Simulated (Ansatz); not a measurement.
# ClH3OSiSn: how energies converge with the basis set

The task here is to estimate one member of a computed series from the others.

Computed with Ansatz 0.2.0, Gaussian basis. Level: one geometry, several basis sets.

Plan: PBE0-D4/def2-SVP; ωB97M-V/def2-SVP; PBE0-D4/def2-QZVPP; ωB97M-V/def2-QZVPP; the functionals' def2-TZVPP values are taken from earlier runs.

## The geometry

An earlier PBE0-D4 in a triple-zeta def2 set relaxation fixed the geometry. Sn takes the def2 core potential; no spin-orbit term is included.

SMILES `[SiH3][O][Sn][Cl]`, 7 atoms, charge 0, spin multiplicity 1.

Atoms are counted from 1 here; the program's logs count them from 0.

Bond lengths: Si1–O2 1.642 Å, Si1–H5 1.487 Å, Si1–H6 1.487 Å, Si1–H7 1.487 Å, O2–Sn3 1.963 Å, Sn3–Cl4 2.379 Å. Angles: O2–Si1–H5 111.1°, O2–Si1–H6 108.3°, O2–Si1–H7 111.0°, H5–Si1–H6 108.8°, H5–Si1–H7 108.8°, H6–Si1–H7 108.8°, Si1–O2–Sn3 140.0°, O2–Sn3–Cl4 96.9°.

Set-up of the first run:

Input file in.yaml:

```yaml
crystal:
  periodic: [false, false, false]
  atoms:
    - {symbol: Si, position_ang: [0.025077, 0.948685, 0.131943]}
    - {symbol: O, position_ang: [-0.000807, -0.428090, 1.026735]}
    - {symbol: Sn, position_ang: [-0.034821, -2.376510, 0.787382]}
    - {symbol: Cl, position_ang: [-0.028191, -2.372791, -1.591850]}
    - {symbol: H, position_ang: [-1.175555, 1.041667, -0.741219]}
    - {symbol: H, position_ang: [0.032286, 2.109484, 1.061034]}
    - {symbol: H, position_ang: [1.243111, 1.009454, -0.719726]}
basis:
  gaussian: {orbitals: def2-SVP}
hamiltonian: {xc: pbe0, dispersion: d4}
output: {orbitals: {seedname: orbitals}}
```

Steps of the session up to this table: PBE0-D4 in def2-SVP; ωB97M-V in def2-SVP; PBE0-D4 in def2-QZVPP; ωB97M-V in def2-QZVPP.

One table of the session follows, with a row left open; its other results are not shown here.

It belongs to the step «Functionals by basis». 

| functional | basis | HOMO (eV) | LUMO (eV) |
| --- | --- | --- | --- |
| PBE0-D4 | def2-SVP | -8.01 | -2.68 |
| PBE0-D4 | def2-TZVPP | -8.15 | -2.78 |
| PBE0-D4 | def2-QZVPP | -8.16 | -2.80 |
| ωB97M-V | def2-SVP | -10.04 | -0.86 |
| ωB97M-V | def2-TZVPP | -10.24 | -1.04 |
| ωB97M-V | def2-QZVPP | ? | ? |

Q: Estimate the row for ωB97M-V, def2-QZVPP from the others.

As computed: HOMO (eV): -10.26; LUMO (eV): -1.08. In the column «HOMO (eV)» it is the lowest.
